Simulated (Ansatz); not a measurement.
# CH2As: the cost of one run

Program: Ansatz 0.2.0, Gaussian basis. Level of theory: def2-QZVPP, all electrons in the functionals, frozen cores in the correlation of double hybrids and RPA. These are calculated values, not measurements.

Plan: wB97M-V, B2PLYP, at charge 0, quartet; charge 0, doublet; charge 0, sextet; charge 1, triplet; charge 1, quintet.

10 further runs of the same task are left out: 10 set aside as unsound or not needed. Runs told in other sessions of the task aren't counted.

## Step 1: The geometry

The geometry is a PBE0/def2-TZVP stationary point (not a proven minimum). No spin-orbit coupling is included. The filled d shell of As may be among the frozen orbitals whatever the setting's name suggests.

4 atoms, charge 0, spin multiplicity 4.

Atoms are counted from 1 here; the program's logs count them from 0.

Bond lengths: C1–As2 1.986 Å, C1–H3 1.084 Å, C1–H4 1.084 Å. Angles: As2–C1–H3 121.0°, As2–C1–H4 121.0°, H3–C1–H4 117.9°.

Coordinates:

```xyz
4
CH2As
C     0.0000    0.0000    1.6603
As    0.0000    0.0000   -0.3259
H     0.0000    0.9290    2.2192
H     0.0000   -0.9290    2.2192
```

No dispersion term is added; wB97M-V holds VV10 nonlocal correlation.

The geometry shown and the zero of energy belong to the point charge 0, quartet. The yardstick, RCCSD(T), and other wave-function levels (R restricted, U unrestricted, valence and pair active spaces) come from earlier runs.

## Step 2: wB97M-V, charge 0, quartet

in.yaml

```yaml
crystal:
  periodic: [false, false, false]
  atoms:
    - {symbol: C, position_ang: [0.000000, 0.000000, 1.660305]}
    - {symbol: As, position_ang: [0.000000, 0.000000, -0.325876]}
    - {symbol: H, position_ang: [0.000000, 0.929041, 2.219228]}
    - {symbol: H, position_ang: [0.000000, -0.929041, 2.219228]}
basis:
  gaussian: {orbitals: "def2-QZVPP.json"}
magnetization: {spin_polarized: true, initial_magnetization: 3}
hamiltonian: {xc: {name: wB97M-V}}
output: {orbitals: {seedname: orbitals}}
```

Launch:

```bash
$ ansatz run in.yaml --threads 1 --pin off --events-out ev --progress --plain --max-ram 2393MiB
```

What time and memory should one allow on 1 thread of AMD EPYC 7R43, shared host?

About 22 s, with a peak of 0.56 GiB.
